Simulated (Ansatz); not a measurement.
# LiSi16: the cost of one run

Method: DFT PBE+D3(BJ), plane waves, PAW, scalar-relativistic, collinear spin, in Ansatz 0.2.0.

**1. The starting structure**

The cell holds 17 atoms (LiSi16): a = 7.679 Å, b = 7.679 Å, c = 7.679 Å, α = 60.00°, β = 60.00°, γ = 60.00°.

Its coordinates follow in the input file.

**2. Preparing the start**

Input file input.yaml:

```yaml
crystal:
  lattice:
    - [0.0, 5.43, 5.43]
    - [5.43, 0.0, 5.43]
    - [5.43, 5.43, 0.0]
  atoms:
    - { symbol: Si, position: [0.0, 0.0, 0.0] }
    - { symbol: Si, position: [0.125, 0.125, 0.125] }
    - { symbol: Si, position: [0.0, 0.0, 0.5] }
    - { symbol: Si, position: [0.125, 0.125, 0.625] }
    - { symbol: Si, position: [0.0, 0.5, 0.0] }
    - { symbol: Si, position: [0.125, 0.625, 0.125] }
    - { symbol: Si, position: [0.0, 0.5, 0.5] }
    - { symbol: Si, position: [0.125, 0.625, 0.625] }
    - { symbol: Si, position: [0.5, 0.0, 0.0] }
    - { symbol: Si, position: [0.625, 0.125, 0.125] }
    - { symbol: Si, position: [0.5, 0.0, 0.5] }
    - { symbol: Si, position: [0.625, 0.125, 0.625] }
    - { symbol: Si, position: [0.5, 0.5, 0.0] }
    - { symbol: Si, position: [0.625, 0.625, 0.125] }
    - { symbol: Si, position: [0.5, 0.5, 0.5] }
    - { symbol: Si, position: [0.625, 0.625, 0.625] }
    - { symbol: Li, position: [0.2546542, 0.7606008, 0.2432323], spin: 1.0 }
magnetization:
  spin_polarized: true
basis:
  ecutwfc: 420.0
kpoints:
  mp_grid: { grid: [2, 2, 2] }
hamiltonian:
  xc: pbe
  dispersion: d3bj
  pseudopotentials: { kind: paw, azcp: { folder: soft_1 } }
scf:
  occupations: { method: fermi_dirac, width: 0.02 }
  lower_state_search: "off"
relax:
  f_tol: 0.08
  max_steps: 25
  adjacent_minimum: "off"
```

Command:

```console
$ ansatz run input.yaml --threads 1 --pin off --max-ram 3072MiB --backend cpu --events-out ev --progress --plain --runs-dir out
```

What time and memory should one allow on 1 thread of Arm Neoverse V1, shared host?

About 55 s, with a peak of 0.65 GiB.
